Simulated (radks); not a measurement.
**Ru²⁺ in [Ar] 3d10 4s1 4p6 4d6 5d1: an all-electron calculation**

Wanted: eigenvalues, radial structure and energy terms of the ruthenium ion Ru2+.

Method: Dirac Kohn-Sham, PBEsol, spin-unpolarised, spherical densities, point nucleus; open shells fill j = l - 1/2 first. Code: radks (a radial shooting solver on a logarithmic mesh, Libxc functionals) version 1.

**1. The system**

* element: ruthenium (Z = 44)
* charge: +2
* electrons: 42
* configuration: [Ar] 3d10 4s1 4p6 4d6 5d1

**2. The run**

The run's settings:

```text
Z 44
configuration [Ar] 3d10 4s1 4p6 4d6 5d1
relativity Dirac
functional pbe_sol,pbe_sol
spin unpolarised
j_filling energy
nucleus point
c 137.035999084
```

Run with:

```bash
> python run_ks.py task.json out
```

The same process makes all the runs of this session.

What does the calculation give?

As calculated:

```
                        quantity                   value
                    total energy     -4524.88268 hartree
exchange-correlation share of it                  2.88 %
                            −T/E                  1.0405
          highest occupied level        5d3/2, -9.307 eV
    most extended occupied level  5d3/2, <r> = 4.54 bohr
 radius at density 0.001 e/bohr³               4.67 bohr
    maxima of the radial density                       4
```

What this shows: 5 principal shells are occupied and 4 maxima appear in the radial density; where shells overlap, one shows as a shoulder or not at all. −T/E is 1.041: with relativity the kinetic term as defined here no longer equals −E. This is not the tabulated ground configuration, so its levels and sizes aren't those of the ground state, and no measured value stands beside it.
